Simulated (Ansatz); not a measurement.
# BCl₃H₃N: basis-set convergence

The task here is to estimate one member of a computed series from the others.

The runs use Ansatz 0.2.0, Gaussian basis; one geometry, several basis sets.

The runs, in order: PBE0-D4/def2-SVP; ωB97M-V/def2-SVP; PBE0-D4/def2-QZVPP; ωB97M-V/def2-QZVPP; the functionals' def2-TZVPP values are taken from earlier runs.

## The geometry

The geometry comes from an earlier relaxation with PBE0-D4 in a triple-zeta def2 set; it is a stationary point, not always the lowest conformer.

SMILES `[NH3+][B-](Cl)(Cl)Cl`, 8 atoms, charge 0, spin multiplicity 1.

Atoms are counted from 1 here; the program's logs count them from 0.

Bond lengths: N1–B2 1.614 Å, N1–H6 1.018 Å, N1–H7 1.018 Å, N1–H8 1.018 Å, B2–Cl3 1.827 Å, B2–Cl4 1.827 Å, B2–Cl5 1.827 Å. Angles: B2–N1–H6 109.8°, B2–N1–H7 109.8°, B2–N1–H8 109.8°, H6–N1–H7 109.2°, H6–N1–H8 109.2°, H7–N1–H8 109.2°, N1–B2–Cl3 105.1°, N1–B2–Cl4 105.1°, N1–B2–Cl5 105.1°, Cl3–B2–Cl4 113.5°, Cl3–B2–Cl5 113.5°, Cl4–B2–Cl5 113.5°.

The first run:

Input file in.yaml:

```yaml
crystal:
  periodic: [false, false, false]
  atoms:
    - {symbol: N, position_ang: [-0.344830, -0.361111, 0.686627]}
    - {symbol: B, position_ang: [0.326845, 0.306141, -0.620745]}
    - {symbol: Cl, position_ang: [-0.637163, 1.827772, -0.926843]}
    - {symbol: Cl, position_ang: [0.148075, -0.946171, -1.939125]}
    - {symbol: Cl, position_ang: [2.063525, 0.626793, -0.152241]}
    - {symbol: H, position_ang: [-0.283370, 0.282869, 1.472086]}
    - {symbol: H, position_ang: [0.142409, -1.222783, 0.922322]}
    - {symbol: H, position_ang: [-1.323390, -0.570509, 0.502219]}
basis:
  gaussian: {orbitals: def2-SVP}
hamiltonian: {xc: pbe0, dispersion: d4}
output: {orbitals: {seedname: orbitals}}
```

On the command line:

```bash
$ ansatz run in.yaml --threads 4 --pin off --events-out ev --progress --plain --max-ram 10444MiB
```

Steps of the session up to this table: PBE0-D4 in def2-SVP; ωB97M-V in def2-SVP; PBE0-D4 in def2-QZVPP; ωB97M-V in def2-QZVPP.

One of the session's tables, all rows but one given; the rest of the session is left out.

It belongs to the step «Functionals by basis». 

| functional | basis | HOMO (eV) | LUMO (eV) |
| --- | --- | --- | --- |
| PBE0-D4 | def2-SVP | -7.72 | 0.30 |
| PBE0-D4 | def2-TZVPP | -8.03 | -0.28 |
| PBE0-D4 | def2-QZVPP | ? | ? |
| ωB97M-V | def2-SVP | -9.91 | 1.91 |
| ωB97M-V | def2-TZVPP | -10.28 | 1.13 |
| ωB97M-V | def2-QZVPP | -10.36 | 0.73 |

Q: Estimate the row for PBE0-D4, def2-QZVPP from the others.

As computed: HOMO (eV): -8.09; LUMO (eV): -0.52. In the column «HOMO (eV)» it lies between ωB97M-V, def2-SVP (-9.91) and PBE0-D4, def2-TZVPP (-8.03).
